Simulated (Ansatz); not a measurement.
Na, space group Pm-3m, a cleavage or sliding curve

Computed with the Ansatz DFT code, driven from Python.

Run as a notebook:

In [1]:
```python
import ansatz
import numpy as np
```

In [2]:
```python
OCCUPATIONS = "Methfessel-Paxton"
KGRID = (3, 3, 3)
```

In [3]:
```python
vectors0 = np.array([
    [7.023343, 0.0, 0.0],
    [0.0, 7.023343, 0.0],
    [0.0, 0.0, 7.023343],
])
sites = [
    ("Na", (0.0, 0.0, 0.0)),
]


def build(cell):
    crystal = ansatz.Crystal(lattice=ansatz.Lattice.of(cell))
    for symbol, position in sites:
        crystal = crystal.atom(symbol, position)
    return crystal
```

In [4]:
```python
block = build(vectors0).supercell(1, 1, 1).resolved()
cell0 = np.array(block.lattice.vectors)
xyz = np.array([site.position for site in block.sites]) @ cell0
normal = np.cross(cell0[0], cell0[1])
area = np.linalg.norm(normal)
normal *= np.sign(normal @ cell0[2]) / area
# the atoms stay where they are; only the third vector changes
energies = []
for amount in [0, 0.5, 1.0, 2.0, 4.0]:
    cell = cell0.copy()
    cell[2] += amount * normal
    moved = ansatz.Crystal(lattice=ansatz.Lattice.of(cell))
    for site, fraction in zip(block.sites, xyz @ np.linalg.inv(cell)):
        moved = moved.atom(site.symbol, fraction)
    base = (
        moved.calculation()
        .functional(ansatz.Functional.R2SCAN)
        .pseudopotentials("paw")
        .occupations(OCCUPATIONS, width=50 * ansatz.meV)  # smearing steadies the SCF of a metal
        .kpoints(*KGRID)
    )
    energies.append(base.run(threads=1, backend="cpu").report["free_energy_ev"])
    print(f"gap {amount:4.2f} A: {(energies[-1] - energies[0]) / area * 16.02177:8.4f} J/m^2")
```
```text
DeckWarning: basis.ecutwfc = 500 eV, auto-derived from the records' recommended cutoffs: set by Na (their level for a meta-GGA)
gap 0.00 A:   0.0000 J/m^2
gap 0.50 A:   0.0030 J/m^2
gap 1.00 A:   0.0043 J/m^2
gap 2.00 A:   0.0059 J/m^2
gap 4.00 A:   0.0066 J/m^2
```

This isn't the structure that Na takes at ambient conditions. Gaps and levels are Kohn-Sham values on a finite set of k-points. Warnings are shown shortened and without file and line. The atoms are held rigidly, so these energies lie above those of relaxed faces or faults. It ran for 34 s on 1 thread of Arm Neoverse V2, with other jobs on the host, peak memory 1.2 GiB.

(Lines on the test bed's own set-up are left out of the output.)
